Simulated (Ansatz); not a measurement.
# CuSi16: the cost of one run

Method: DFT PBEsol, scalar-relativistic, plane waves, PAW, in Ansatz 0.2.0.

**1. The starting structure**

It takes space group Cm (No. 8, monoclinic). Conventional cell: a = 13.301 Å, b = 7.679 Å, c = 7.679 Å, α = 90.00°, β = 125.26°, γ = 90.00°. Si (site symmetry m) has 4 Si at 2.35 Å and 1 Cu at 2.36 Å in its first shell of neighbours. Si (site symmetry m) is surrounded by 4 Si at 2.35 Å. Si (site symmetry 1) has 1 Cu at 2.33 Å and 4 Si at 2.35 Å in its first shell of neighbours. Around Si (site symmetry 1) lie 4 Si at 2.35 Å and 1 Cu at 2.70 Å. Around Si (site symmetry m) lie 4 Si at 2.35 Å and 1 Cu at 2.67 Å. Si (site symmetry m) has 4 Si at 2.35 Å and 1 Cu at 2.40 Å in its first shell of neighbours. Si (site symmetry m) is surrounded by 4 Si at 2.35 Å and 1 Cu at 2.76 Å. Only part of the 13 independent sites is listed.

As a file:

```cif
data_structure
_symmetry_space_group_name_H-M 'P 1'
_symmetry_Int_Tables_number 1
_cell_length_a 7.6792
_cell_length_b 7.6792
_cell_length_c 7.6792
_cell_angle_alpha 60.000
_cell_angle_beta 60.000
_cell_angle_gamma 60.000
_cell_volume 320.21
loop_
_atom_site_label
_atom_site_type_symbol
_atom_site_fract_x
_atom_site_fract_y
_atom_site_fract_z
_atom_site_occupancy
Si1 Si 0.00000 0.00000 0.00000 1
Si2 Si 0.12500 0.12500 0.12500 1
Si3 Si 0.00000 0.00000 0.50000 1
Si4 Si 0.12500 0.12500 0.62500 1
Si5 Si 0.00000 0.50000 0.00000 1
Si6 Si 0.12500 0.62500 0.12500 1
Si7 Si 0.00000 0.50000 0.50000 1
Si8 Si 0.12500 0.62500 0.62500 1
Si9 Si 0.50000 0.00000 0.00000 1
Si10 Si 0.62500 0.12500 0.12500 1
Si11 Si 0.50000 0.00000 0.50000 1
Si12 Si 0.62500 0.12500 0.62500 1
Si13 Si 0.50000 0.50000 0.00000 1
Si14 Si 0.62500 0.62500 0.12500 1
Si15 Si 0.50000 0.50000 0.50000 1
Si16 Si 0.62500 0.62500 0.62500 1
Cu1 Cu 0.88238 0.87054 0.87131 1
```

**2. End point A relaxed**

input.yaml reads:

```yaml
crystal:
  lattice:
    - [0.0, 5.43, 5.43]
    - [5.43, 0.0, 5.43]
    - [5.43, 5.43, 0.0]
  atoms:
    - { symbol: Si, position: [0.0, 0.0, 0.0] }
    - { symbol: Si, position: [0.125, 0.125, 0.125] }
    - { symbol: Si, position: [0.0, 0.0, 0.5] }
    - { symbol: Si, position: [0.125, 0.125, 0.625] }
    - { symbol: Si, position: [0.0, 0.5, 0.0] }
    - { symbol: Si, position: [0.125, 0.625, 0.125] }
    - { symbol: Si, position: [0.0, 0.5, 0.5] }
    - { symbol: Si, position: [0.125, 0.625, 0.625] }
    - { symbol: Si, position: [0.5, 0.0, 0.0] }
    - { symbol: Si, position: [0.625, 0.125, 0.125] }
    - { symbol: Si, position: [0.5, 0.0, 0.5] }
    - { symbol: Si, position: [0.625, 0.125, 0.625] }
    - { symbol: Si, position: [0.5, 0.5, 0.0] }
    - { symbol: Si, position: [0.625, 0.625, 0.125] }
    - { symbol: Si, position: [0.5, 0.5, 0.5] }
    - { symbol: Si, position: [0.625, 0.625, 0.625] }
    - { symbol: Cu, position: [0.8823848, 0.8705436, 0.8713096], spin: 1.0 }
magnetization:
  spin_polarized: true
basis:
  ecutwfc: 420.0
kpoints:
  mp_grid: { grid: [2, 2, 2] }
hamiltonian:
  xc: pbesol
  pseudopotentials: { kind: paw, azcp: { folder: soft_1 } }
scf:
  occupations: { method: fermi_dirac, width: 0.02 }
  lower_state_search: "off"
relax:
  f_tol: 0.03
  max_steps: 60
  adjacent_minimum: "off"
```

Launch:

```console
> ansatz run input.yaml --threads 2 --pin off --max-ram 5120MiB --backend cpu --events-out ev --progress --plain --runs-dir out
```

Q: Estimate wall time and peak memory on 2 threads of Intel Xeon at 2.60GHz (Ice Lake), shared host.

About 2.9 min, with a peak of 0.8 GiB.
